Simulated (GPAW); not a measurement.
Crystal: TaO.

```xyz
2
Lattice="3.0661 0.0000 0.0000 -1.5331 2.6553 0.0000 0.0000 0.0000 3.8550" Properties=species:S:1:pos:R:3 pbc="T T T"
Ta    0.0000    0.0000    1.9275
O     0.0000    0.0000    0.0000
```

The cell was built by a generator and needn't be a form met in nature.

Base run:

- Program: GPAW 26.7.0
- Functional: PBE
- Potentials or basis: GPAW PAW data sets (gpaw-data 1.2.1)
- Cutoff: 800 eV
- Basis: pw
- k mesh: 9 × 9 × 6
- Occupations: fermi-dirac, width 0.05 eV
- Spin: no spin polarisation
- Hubbard terms: Ta d U = 8 eV

Its results: band gap on the k mesh none (metal or under the smearing width); pressure 13.3 GPa.

Question: The run is repeated on the same cell with these changes: hubbard terms from Ta d U = 8 eV to Ta d U = 3 eV. What comes out?

Answer: Band gap on the k mesh none (metal or under the smearing width); pressure 5.8 GPa.

Caveats: an odd number of electrons without spin polarisation forces a metal; a magnetic or distorted state may lie lower; U without spin polarisation on a metal has little footing.
